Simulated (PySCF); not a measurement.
**SnBr under other conditions**

Aim: change spin, charge, geometry, field or solvent of SnBr, one at a time, and compare with the base run.

The runs use PySCF 2.14.0; each script names its method and basis.

7 further runs of the same task are left out: 1 for a known fault of the program, 6 that didn't finish.

**1. The system as given**

SnBr: 2 atoms, charge 0, spin multiplicity 2.

Bond lengths: Sn1–Br2 2.465 Å.

**2. The base run**

input.py

```python
from pyscf import gto, scf, mcscf, mrpt

mol = gto.M(
    atom='Sn 0 0 0; Br 0 0 2.465',
    basis='sto-3g',
    charge=0,
    spin=1,
    verbose=4,
)
mf = scf.ROHF(mol)
mf.kernel()
mc = mcscf.CASSCF(mf, 4, 5)
mc.kernel()
mc.analyze()
mrpt.NEVPT(mc).kernel()
mf.dip_moment()
print('orbital energies (hartree):', mf.mo_energy[..., max(0, mol.nelec[1]-3):mol.nelec[0]+3].round(4))
```

Started as:

```bash
$ python input.py
```

The log of this run is left out.

It gives: E(SCF) = -8507.972260 Eh, 8 cycles, E(CAS) − E(SCF) = -0.01353 Eh, NEVPT2 = -0.01237 Eh, μ = 2.42 D (of the SCF density).

No relativity is included for the heavy element. The bond length is a typed value, not an optimised one.

**3. Quartet**

Edit 1 changes spin (2S): 1 → 3; active space: 5 electrons in 4 orbitals → 3 electrons in 4 orbitals.

input.py

```python
from pyscf import gto, scf, mcscf, mrpt

mol = gto.M(
    atom='Sn 0 0 0; Br 0 0 2.465',
    basis='sto-3g',
    charge=0,
    spin=3,
    verbose=4,
)
mf = scf.ROHF(mol)
mf.kernel()
mc = mcscf.CASSCF(mf, 4, 3)
mc.kernel()
mc.analyze()
mrpt.NEVPT(mc).kernel()
mf.dip_moment()
print('orbital energies (hartree):', mf.mo_energy[..., max(0, mol.nelec[1]-3):mol.nelec[0]+3].round(4))
```

Started as:

```bash
$ python input.py
```

**4. Bond 2.391 Å**

Edit 2 changes bond length: 2.465 Å → 2.391 Å.

input.py, as its differences from that of step 2:

```diff
@@ -3,3 +3,3 @@
 mol = gto.M(
-    atom='Sn 0 0 0; Br 0 0 2.465',
+    atom='Sn 0 0 0; Br 0 0 2.391',
     basis='sto-3g',
```

**5. Electric field 0.001 a.u.**

Edit 3 changes electric field: none → 0.001 a.u.

input.py, as its differences from that of step 2:

```diff
@@ -10,2 +10,7 @@
 mf = scf.ROHF(mol)
+field = 0.001  # electric field along z, atomic units
+h = mf.get_hcore() + field*mol.intor('int1e_r')[2]
+mf.get_hcore = lambda *args: h
+e_nuc = mol.energy_nuc() - field*mol.atom_charges() @ mol.atom_coords()[:, 2]
+mf.energy_nuc = lambda *args: e_nuc
 mf.kernel()
```

**6. Charge +1 (singlet)**

Edit 4 changes charge: 0 → 1; spin (2S): 1 → 0; active space: 5 electrons in 4 orbitals → 10 electrons in 8 orbitals.

input.py, as its differences from that of step 2:

```diff
@@ -5,4 +5,4 @@
     basis='sto-3g',
-    charge=0,
-    spin=1,
+    charge=1,
+    spin=0,
     verbose=4,
@@ -11,3 +11,3 @@
 mf.kernel()
-mc = mcscf.CASSCF(mf, 4, 5)
+mc = mcscf.CASSCF(mf, 8, 10)
 mc.kernel()
```

**7. Electric field -0.01 a.u.**

Edit 5 changes electric field: none → -0.01 a.u.

input.py, as its differences from that of step 2:

```diff
@@ -10,2 +10,7 @@
 mf = scf.ROHF(mol)
+field = -0.01  # electric field along z, atomic units
+h = mf.get_hcore() + field*mol.intor('int1e_r')[2]
+mf.get_hcore = lambda *args: h
+e_nuc = mol.energy_nuc() - field*mol.atom_charges() @ mol.atom_coords()[:, 2]
+mf.energy_nuc = lambda *args: e_nuc
 mf.kernel()
```

**8. Bond 2.539 Å**

Edit 6 changes bond length: 2.465 Å → 2.539 Å.

input.py, as its differences from that of step 2:

```diff
@@ -3,3 +3,3 @@
 mol = gto.M(
-    atom='Sn 0 0 0; Br 0 0 2.465',
+    atom='Sn 0 0 0; Br 0 0 2.539',
     basis='sto-3g',
```

Q: Predict the outcome of this session. Wanted: for each run, E(SCF); from base; SCF dipole; after the SCF.

The runs gave:

```csv
run,E(SCF) (hartree),from base (eV),cycles,SCF dipole (D),after the SCF
base,-8507.972260,0,8,2.42,"NEVPT2 correlation -0.705 eV (from the SCF energy, the CASSCF gain included)"
quartet,-8507.926594,+1.2426,8,3.94,"NEVPT2 correlation -0.211 eV (from the SCF energy, the CASSCF gain included)"
bond 2.391 Å,-8507.971085,+0.0320,8,2.04,"NEVPT2 correlation -0.701 eV (from the SCF energy, the CASSCF gain included)"
electric field 0.001 a.u.,-8507.971328,+0.0254,8,2.32,"NEVPT2 correlation -0.708 eV (from the SCF energy, the CASSCF gain included)"
charge +1 (singlet),-8507.833439,+3.7775,8,n/a,"NEVPT2 correlation -1.541 eV (from the SCF energy, the CASSCF gain included)"
electric field -0.01 a.u.,-8507.983710,-0.3116,8,3.40,"NEVPT2 correlation -0.682 eV (from the SCF energy, the CASSCF gain included)"
bond 2.539 Å,-8507.970311,+0.0530,8,2.81,"NEVPT2 correlation -0.710 eV (from the SCF energy, the CASSCF gain included)"
```

In words: Of the runs whose energies can be compared, “quartet” moves the SCF energy most (+1.243 eV). The quartet solution found lies 1.24 eV above the base doublet at this geometry and level. At the SCF level, going to the singlet with one electron fewer costs 3.78 eV at fixed geometry.
